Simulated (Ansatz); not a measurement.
# BAsH2 (triplet): wB97M-V, B2PLYP over vertical spin and charge gaps, def2-QZVPP

How well do these functionals follow the top wave-function level for BAsH2 (triplet) over vertical spin and charge gaps?

The runs use Ansatz 0.2.0, Gaussian basis; def2-QZVPP, all electrons in the functionals, frozen cores in the correlation of double hybrids and RPA.

Plan: wB97M-V, B2PLYP, at charge 0, triplet; charge 0, singlet; charge 0, quintet; charge 1, doublet; charge 1, quartet.

10 further runs of the same task are left out: 10 set aside as unsound or not needed.

## (1) The system

The geometry is a PBE0/def2-TZVP stationary point (not a proven minimum). No spin-orbit coupling is included. The filled d shell of As may be among the frozen orbitals whatever the setting's name suggests; the logs give the count.

4 atoms, charge 0, spin multiplicity 3.

Atoms are counted from 1 here; the program's logs count them from 0.

Bond lengths: B1–As2 2.001 Å, B1–H3 1.196 Å, B1–H4 1.196 Å. Angles: As2–B1–H3 120.3°, As2–B1–H4 120.3°, H3–B1–H4 119.4°.

No dispersion term is added; wB97M-V holds VV10 nonlocal correlation.

The geometry shown and the zero of energy belong to the point charge 0, triplet. The yardstick, RCCSD(T), and other wave-function levels (R restricted, U unrestricted, valence and pair active spaces) come from earlier runs.

## (2) wB97M-V, charge 0, triplet

in.yaml

```yaml
crystal:
  periodic: [false, false, false]
  atoms:
    - {symbol: B, position_ang: [0.000000, 0.000000, 1.694964]}
    - {symbol: As, position_ang: [0.000000, 0.000000, -0.306417]}
    - {symbol: H, position_ang: [0.000000, 1.033096, 2.298238]}
    - {symbol: H, position_ang: [0.000000, -1.033095, 2.298238]}
basis:
  gaussian: {orbitals: "def2-QZVPP.json"}
magnetization: {spin_polarized: true, initial_magnetization: 2}
hamiltonian: {xc: {name: wB97M-V}}
output: {orbitals: {seedname: orbitals}}
```

The run is started by

```
$ ansatz run in.yaml --threads 1 --pin off --events-out ev --progress --plain --max-ram 2393MiB
```

The log of the run (excerpt; [...] marks lines left out):

```text
Functional definition: wB97M-V
  name "wB97M-V"
  cite "Mardirossian & Head-Gordon, J. Chem. Phys. 144, 214110 (2016) doi:10.1063/1.4952647"
  cite "Becke, J. Chem. Phys. 107, 8554 (1997) doi:10.1063/1.475007"
  cite "Vydrov & Van Voorhis, J. Chem. Phys. 133, 244103 (2010) doi:10.1063/1.3521275"
  # Of w^i u^j: cxij and so on, Table III.
[...]
  gx(w, u) = 1 - cx + cx01*u + cx10*w
  gss(w, u) = css00 + css04*u^4 + css10*w + css20*w^2 + css43*w^4*u^3
  gos(w, u) = cos00 + cos10*w + (cos20 + cos21*u)*w^2 + (cos60 + cos61*u)*w^6
[...]
      + integral(e_c_pw_mod_opposite_spin*gos(b97_w_opposite, b97_u_opposite)) + vv10(b, c)
844 factors; their error is unknown
195 factors; integrals over basis functions are off by at most 2.1e-5 eV
[...]
mean field -61545.74127008 eV, -2261.7642744737 hartree, gradient 7.5e-6 eV, S^2 2.003677; 0 other end points of the search recorded, 0 dependent functions left out
reference -61545.74131454 eV, -2261.7642761077 hartree; 21, 19 occupied and 185, 187 virtual orbitals, 844 factors
Total energy: -61545.74131454 eV, -2261.7642761077 hartree
```

Run time: 20 s. Hardware: 1 thread of Arm Neoverse V2, shared host; peak memory 0.57 GiB.

From the report: ⟨S²⟩ of the determinant 2.004 (pure triplet: 2.00).

## (3) wB97M-V, charge 0, singlet

Edit in.yaml of step 2 so:

```diff
@@ -9,3 +9,3 @@
   gaussian: {orbitals: "def2-QZVPP.json"}
-magnetization: {spin_polarized: true, initial_magnetization: 2}
+magnetization: {spin_polarized: true, initial_magnetization: 0}
 hamiltonian: {xc: {name: wB97M-V}}
```

Same command.

The log of the run (excerpt; [...] marks lines left out):

```text
Functional definition: wB97M-V
  name "wB97M-V"
  cite "Mardirossian & Head-Gordon, J. Chem. Phys. 144, 214110 (2016) doi:10.1063/1.4952647"
  cite "Becke, J. Chem. Phys. 107, 8554 (1997) doi:10.1063/1.475007"
  cite "Vydrov & Van Voorhis, J. Chem. Phys. 133, 244103 (2010) doi:10.1063/1.3521275"
  # Of w^i u^j: cxij and so on, Table III.
[...]
  gx(w, u) = 1 - cx + cx01*u + cx10*w
  gss(w, u) = css00 + css04*u^4 + css10*w + css20*w^2 + css43*w^4*u^3
  gos(w, u) = cos00 + cos10*w + (cos20 + cos21*u)*w^2 + (cos60 + cos61*u)*w^6
[...]
      + integral(e_c_pw_mod_opposite_spin*gos(b97_w_opposite, b97_u_opposite)) + vv10(b, c)
844 factors; their error is unknown
195 factors; integrals over basis functions are off by at most 2.1e-5 eV
[...]
mean field -61545.68266468 eV, -2261.7621207648 hartree, gradient 9.1e-6 eV, S^2 0.686857; 6 other end points of the search recorded, 0 dependent functions left out
reference -61545.68270975 eV, -2261.7621224212 hartree; 20, 20 occupied and 186, 186 virtual orbitals, 844 factors
Total energy: -61545.68270975 eV, -2261.7621224212 hartree
```

Wall time 83 s (1 thread of Arm Neoverse V2, shared host); peak memory 0.77 GiB.

From the report: ⟨S²⟩ of the determinant 0.687 (pure singlet: 0.00). The determinant is far from a pure spin state, so its energy mixes those of several spin states (harmless only where they are near-degenerate, as at dissociation).

From charge 0, triplet: +5.7 kJ/mol.

## (4) wB97M-V, charge 0, quintet

Edit in.yaml of step 3 so:

```diff
@@ -9,3 +9,3 @@
   gaussian: {orbitals: "def2-QZVPP.json"}
-magnetization: {spin_polarized: true, initial_magnetization: 0}
+magnetization: {spin_polarized: true, initial_magnetization: 4}
 hamiltonian: {xc: {name: wB97M-V}}
```

Same command.

The log of the run (excerpt; [...] marks lines left out):

```text
Functional definition: wB97M-V
  name "wB97M-V"
  cite "Mardirossian & Head-Gordon, J. Chem. Phys. 144, 214110 (2016) doi:10.1063/1.4952647"
  cite "Becke, J. Chem. Phys. 107, 8554 (1997) doi:10.1063/1.475007"
  cite "Vydrov & Van Voorhis, J. Chem. Phys. 133, 244103 (2010) doi:10.1063/1.3521275"
  # Of w^i u^j: cxij and so on, Table III.
[...]
  gx(w, u) = 1 - cx + cx01*u + cx10*w
  gss(w, u) = css00 + css04*u^4 + css10*w + css20*w^2 + css43*w^4*u^3
  gos(w, u) = cos00 + cos10*w + (cos20 + cos21*u)*w^2 + (cos60 + cos61*u)*w^6
[...]
      + integral(e_c_pw_mod_opposite_spin*gos(b97_w_opposite, b97_u_opposite)) + vv10(b, c)
844 factors; their error is unknown
195 factors; integrals over basis functions are off by at most 2.1e-5 eV
[...]
mean field -61541.78420735 eV, -2261.6188551005 hartree, gradient 2.5e-5 eV, S^2 6.002847; 0 other end points of the search recorded, 0 dependent functions left out
reference -61541.78425163 eV, -2261.6188567278 hartree; 22, 18 occupied and 184, 188 virtual orbitals, 844 factors
Total energy: -61541.78425163 eV, -2261.6188567278 hartree
```

It took 20 s on 1 thread of Arm Neoverse V2, shared host; peak memory 0.57 GiB.

From the report: ⟨S²⟩ of the determinant 6.003 (pure quintet: 6.00).

From charge 0, triplet: +381.8 kJ/mol.

## (5) wB97M-V, charge 1, doublet

Edit in.yaml of step 4 so:

```diff
@@ -9,3 +9,4 @@
   gaussian: {orbitals: "def2-QZVPP.json"}
-magnetization: {spin_polarized: true, initial_magnetization: 4}
+total_charge: 1
+magnetization: {spin_polarized: true, initial_magnetization: 1}
 hamiltonian: {xc: {name: wB97M-V}}
```

The command is unchanged.

The log of the run (excerpt; [...] marks lines left out):

```text
Functional definition: wB97M-V
  name "wB97M-V"
  cite "Mardirossian & Head-Gordon, J. Chem. Phys. 144, 214110 (2016) doi:10.1063/1.4952647"
  cite "Becke, J. Chem. Phys. 107, 8554 (1997) doi:10.1063/1.475007"
  cite "Vydrov & Van Voorhis, J. Chem. Phys. 133, 244103 (2010) doi:10.1063/1.3521275"
  # Of w^i u^j: cxij and so on, Table III.
[...]
  gx(w, u) = 1 - cx + cx01*u + cx10*w
  gss(w, u) = css00 + css04*u^4 + css10*w + css20*w^2 + css43*w^4*u^3
  gos(w, u) = cos00 + cos10*w + (cos20 + cos21*u)*w^2 + (cos60 + cos61*u)*w^6
[...]
      + integral(e_c_pw_mod_opposite_spin*gos(b97_w_opposite, b97_u_opposite)) + vv10(b, c)
844 factors; their error is unknown
195 factors; integrals over basis functions are off by at most 2.1e-5 eV
[...]
mean field -61536.81835504 eV, -2261.4363633940 hartree, gradient 2.6e-5 eV, S^2 0.752785; 2 other end points of the search recorded, 0 dependent functions left out
reference -61536.81840156 eV, -2261.4363651035 hartree; 20, 19 occupied and 186, 187 virtual orbitals, 844 factors
Total energy: -61536.81840156 eV, -2261.4363651035 hartree
```

It took 46 s on 1 thread of Arm Neoverse V2, shared host; peak memory 0.77 GiB.

From the report: ⟨S²⟩ of the determinant 0.753 (pure doublet: 0.75).

From charge 0, triplet: +860.9 kJ/mol.

## (6) wB97M-V, charge 1, quartet

Edit in.yaml of step 5 so:

```diff
@@ -10,3 +10,3 @@
 total_charge: 1
-magnetization: {spin_polarized: true, initial_magnetization: 1}
+magnetization: {spin_polarized: true, initial_magnetization: 3}
 hamiltonian: {xc: {name: wB97M-V}}
```

Same command.

The log of the run (excerpt; [...] marks lines left out):

```text
Functional definition: wB97M-V
  name "wB97M-V"
  cite "Mardirossian & Head-Gordon, J. Chem. Phys. 144, 214110 (2016) doi:10.1063/1.4952647"
  cite "Becke, J. Chem. Phys. 107, 8554 (1997) doi:10.1063/1.475007"
  cite "Vydrov & Van Voorhis, J. Chem. Phys. 133, 244103 (2010) doi:10.1063/1.3521275"
  # Of w^i u^j: cxij and so on, Table III.
[...]
  gx(w, u) = 1 - cx + cx01*u + cx10*w
  gss(w, u) = css00 + css04*u^4 + css10*w + css20*w^2 + css43*w^4*u^3
  gos(w, u) = cos00 + cos10*w + (cos20 + cos21*u)*w^2 + (cos60 + cos61*u)*w^6
[...]
      + integral(e_c_pw_mod_opposite_spin*gos(b97_w_opposite, b97_u_opposite)) + vv10(b, c)
844 factors; their error is unknown
195 factors; integrals over basis functions are off by at most 2.1e-5 eV
[...]
mean field -61535.59811584 eV, -2261.3915204307 hartree, gradient 6.8e-5 eV, S^2 3.751950; 0 other end points of the search recorded, 0 dependent functions left out
reference -61535.59816015 eV, -2261.3915220589 hartree; 21, 18 occupied and 185, 188 virtual orbitals, 844 factors
Total energy: -61535.59816015 eV, -2261.3915220589 hartree
```

Wall time 18 s (1 thread of Arm Neoverse V2, shared host); peak memory 0.57 GiB.

From the report: ⟨S²⟩ of the determinant 3.752 (pure quartet: 3.75).

From charge 0, triplet: +978.7 kJ/mol.

## (7) B2PLYP, charge 0, triplet

Edit in.yaml of step 6 so:

```diff
@@ -9,5 +9,4 @@
   gaussian: {orbitals: "def2-QZVPP.json"}
-total_charge: 1
-magnetization: {spin_polarized: true, initial_magnetization: 3}
-hamiltonian: {xc: {name: wB97M-V}}
-output: {orbitals: {seedname: orbitals}}
+magnetization: {spin_polarized: true, initial_magnetization: 2}
+hamiltonian: {xc: {name: B2PLYP}}
+correlation: {electrons: outside_noble_gas}
```

Same command.

The log of the run (excerpt; [...] marks lines left out):

```text
Functional definition: B2PLYP
  name "B2PLYP"
  cite "Grimme, J. Chem. Phys. 124, 034108 (2006) doi:10.1063/1.2148954"
  cite "Becke, Phys. Rev. A 38, 3098 (1988) doi:10.1103/PhysRevA.38.3098"
  cite "Lee, Yang & Parr, Phys. Rev. B 37, 785 (1988) doi:10.1103/PhysRevB.37.785"
[...]
1286 factors; integrals over basis functions are off by at most 7.6e-4 eV
[...]
mean field -61535.90295934 eV, -2261.4027232227 hartree, gradient 3.4e-6 eV, S^2 2.006999; 0 other end points of the search recorded, 0 dependent functions left out
15 core orbitals not correlated: weight in the atoms' cores, before any rotation towards them, 1.000 or more for the frozen orbitals, at most 0.000 for the correlated occupied ones
reference -61535.90309148 eV, -2261.4027280786 hartree; 6, 4 occupied and 185, 187 virtual orbitals, 1286 factors
second order -6.82433222 eV of doubles, -0.00000000 eV of singles
Total energy: -61537.74566118 eV, -2261.4704412661 hartree
```

Run time: 12 s. Hardware: 1 thread of Arm Neoverse V2, shared host; peak memory 0.52 GiB.

From the report: ⟨S²⟩ of the determinant 2.007 (pure triplet: 2.00).

## (8) B2PLYP, charge 0, singlet

Edit in.yaml of step 7 so:

```diff
@@ -9,3 +9,3 @@
   gaussian: {orbitals: "def2-QZVPP.json"}
-magnetization: {spin_polarized: true, initial_magnetization: 2}
+magnetization: {spin_polarized: true, initial_magnetization: 0}
 hamiltonian: {xc: {name: B2PLYP}}
```

Launched as before.

The log of the run (excerpt; [...] marks lines left out):

```text
Functional definition: B2PLYP
  name "B2PLYP"
  cite "Grimme, J. Chem. Phys. 124, 034108 (2006) doi:10.1063/1.2148954"
  cite "Becke, Phys. Rev. A 38, 3098 (1988) doi:10.1103/PhysRevA.38.3098"
  cite "Lee, Yang & Parr, Phys. Rev. B 37, 785 (1988) doi:10.1103/PhysRevB.37.785"
[...]
1286 factors; integrals over basis functions are off by at most 7.6e-4 eV
[...]
mean field -61535.77839794 eV, -2261.3981456756 hartree, gradient 3.7e-6 eV, S^2 0.827342; 5 other end points of the search recorded, 0 dependent functions left out
15 core orbitals not correlated: weight in the atoms' cores, before any rotation towards them, 1.000 or more for the frozen orbitals, at most 0.000 for the correlated occupied ones
reference -61535.77852940 eV, -2261.3981505067 hartree; 5, 5 occupied and 186, 186 virtual orbitals, 1286 factors
second order -7.06783720 eV of doubles, -0.00000000 eV of singles
Total energy: -61537.68684545 eV, -2261.4682798279 hartree
```

Wall time 36 s (1 thread of Arm Neoverse V2, shared host); peak memory 0.59 GiB.

From the report: ⟨S²⟩ of the determinant 0.827 (pure singlet: 0.00). The determinant is far from a pure spin state, so its energy mixes those of several spin states (harmless only where they are near-degenerate, as at dissociation).

From charge 0, triplet: +5.7 kJ/mol.

## (9) B2PLYP, charge 0, quintet

Edit in.yaml of step 8 so:

```diff
@@ -9,3 +9,3 @@
   gaussian: {orbitals: "def2-QZVPP.json"}
-magnetization: {spin_polarized: true, initial_magnetization: 0}
+magnetization: {spin_polarized: true, initial_magnetization: 4}
 hamiltonian: {xc: {name: B2PLYP}}
```

Launched as before.

The log of the run (excerpt; [...] marks lines left out):

```text
Functional definition: B2PLYP
  name "B2PLYP"
  cite "Grimme, J. Chem. Phys. 124, 034108 (2006) doi:10.1063/1.2148954"
  cite "Becke, Phys. Rev. A 38, 3098 (1988) doi:10.1103/PhysRevA.38.3098"
  cite "Lee, Yang & Parr, Phys. Rev. B 37, 785 (1988) doi:10.1103/PhysRevB.37.785"
[...]
1286 factors; integrals over basis functions are off by at most 7.6e-4 eV
[...]
mean field -61532.05936038 eV, -2261.2614735663 hartree, gradient 3.4e-6 eV, S^2 6.005404; 0 other end points of the search recorded, 0 dependent functions left out
15 core orbitals not correlated: weight in the atoms' cores, before any rotation towards them, 1.000 or more for the frozen orbitals, at most 0.000 for the correlated occupied ones
reference -61532.05949576 eV, -2261.2614785412 hartree; 7, 3 occupied and 184, 188 virtual orbitals, 1286 factors
second order -6.48433023 eV of doubles, -0.00000000 eV of singles
Total energy: -61533.81026492 eV, -2261.3258181212 hartree
```

Wall time 12 s (1 thread of Arm Neoverse V2, shared host); peak memory 0.52 GiB.

From the report: ⟨S²⟩ of the determinant 6.005 (pure quintet: 6.00).

From charge 0, triplet: +379.7 kJ/mol.

## (10) B2PLYP, charge 1, doublet

Edit in.yaml of step 9 so:

```diff
@@ -9,3 +9,4 @@
   gaussian: {orbitals: "def2-QZVPP.json"}
-magnetization: {spin_polarized: true, initial_magnetization: 4}
+total_charge: 1
+magnetization: {spin_polarized: true, initial_magnetization: 1}
 hamiltonian: {xc: {name: B2PLYP}}
```

Same command.

The log of the run (excerpt; [...] marks lines left out):

```text
Functional definition: B2PLYP
  name "B2PLYP"
  cite "Grimme, J. Chem. Phys. 124, 034108 (2006) doi:10.1063/1.2148954"
  cite "Becke, Phys. Rev. A 38, 3098 (1988) doi:10.1103/PhysRevA.38.3098"
  cite "Lee, Yang & Parr, Phys. Rev. B 37, 785 (1988) doi:10.1103/PhysRevB.37.785"
[...]
1286 factors; integrals over basis functions are off by at most 7.6e-4 eV
[...]
mean field -61527.09395787 eV, -2261.0789983896 hartree, gradient 8.7e-6 eV, S^2 0.754947; 6 other end points of the search recorded, 0 dependent functions left out
15 core orbitals not correlated: weight in the atoms' cores, before any rotation towards them, 1.000 or more for the frozen orbitals, at most 0.000 for the correlated occupied ones
reference -61527.09409121 eV, -2261.0790032897 hartree; 5, 4 occupied and 186, 187 virtual orbitals, 1286 factors
second order -6.31473315 eV of doubles, -0.00000000 eV of singles
Total energy: -61528.79906916 eV, -2261.1416600737 hartree
```

It took 26 s on 1 thread of Arm Neoverse V2, shared host; peak memory 0.61 GiB.

From the report: ⟨S²⟩ of the determinant 0.755 (pure doublet: 0.75).

From charge 0, triplet: +863.2 kJ/mol.

## (11) B2PLYP, charge 1, quartet

Edit in.yaml of step 10 so:

```diff
@@ -10,3 +10,3 @@
 total_charge: 1
-magnetization: {spin_polarized: true, initial_magnetization: 1}
+magnetization: {spin_polarized: true, initial_magnetization: 3}
 hamiltonian: {xc: {name: B2PLYP}}
```

The command is unchanged.

The log of the run (excerpt; [...] marks lines left out):

```text
Functional definition: B2PLYP
  name "B2PLYP"
  cite "Grimme, J. Chem. Phys. 124, 034108 (2006) doi:10.1063/1.2148954"
  cite "Becke, Phys. Rev. A 38, 3098 (1988) doi:10.1103/PhysRevA.38.3098"
  cite "Lee, Yang & Parr, Phys. Rev. B 37, 785 (1988) doi:10.1103/PhysRevB.37.785"
[...]
1286 factors; integrals over basis functions are off by at most 7.6e-4 eV
[...]
mean field -61526.07592239 eV, -2261.0415862757 hartree, gradient 7.8e-6 eV, S^2 3.753182; 0 other end points of the search recorded, 0 dependent functions left out
15 core orbitals not correlated: weight in the atoms' cores, before any rotation towards them, 1.000 or more for the frozen orbitals, at most 0.000 for the correlated occupied ones
reference -61526.07605237 eV, -2261.0415910524 hartree; 6, 3 occupied and 185, 188 virtual orbitals, 1286 factors
second order -5.81653519 eV of doubles, -0.00000000 eV of singles
Total energy: -61527.64651687 eV, -2261.0993045583 hartree
```

Wall time 12 s (1 thread of Arm Neoverse V2, shared host); peak memory 0.52 GiB.

From the report: ⟨S²⟩ of the determinant 3.753 (pure quartet: 3.75).

From charge 0, triplet: +974.4 kJ/mol.

## (12) The comparison

No level is safe as a reference over these points; RCCSD(T) serves as a yardstick only. It comes from earlier runs at the same points. Energies in kJ/mol, counted from charge 0, triplet; blanks weren't run or aren't comparable.

```
   level  triplet to singlet  triplet to quintet  ionisation to the doublet cation  ionisation to the quartet cation
RCCSD(T)                15.7               370.1                             871.6                             972.5
 wB97M-V                 5.7               381.8                             860.9                             978.7
  B2PLYP                 5.7               379.7                             863.2                             974.4
```

Largest miss and mean time a point (RCCSD(T) took 3.8 min a point; shared hosts):

```
  level  largest miss (kJ/mol)               where  time a point
wB97M-V                  +11.7  triplet to quintet          37 s
 B2PLYP                  -10.0  triplet to singlet          20 s
```

## (13) Results

| quantity | value |
| --- | --- |
| triplet to singlet, RCCSD(T) | 15.7 kJ/mol |
| triplet to quintet, RCCSD(T) | 370.1 kJ/mol |
| ionisation to the doublet cation, RCCSD(T) | 871.6 kJ/mol |
| ionisation to the quartet cation, RCCSD(T) | 972.5 kJ/mol |
| largest miss, wB97M-V | +11.7 kJ/mol (triplet to quintet) |
| largest miss, B2PLYP | -10.0 kJ/mol (triplet to singlet) |

**Reading.** Of the functionals, B2PLYP keep the smallest largest miss at the points compared (at most 10.0 kJ/mol) and wB97M-V strays most (11.7 kJ/mol, at triplet to quintet). wB97M-V, B2PLYP clearly break the spin symmetry at some points (⟨S²⟩ up to 0.83 above the pure value), so energy there is bought with a mixed spin. Functionals and the yardstick converge differently with the basis, so part of each miss in def2-QZVPP is the basis. The yardstick itself may be off where one determinant is a poor start.
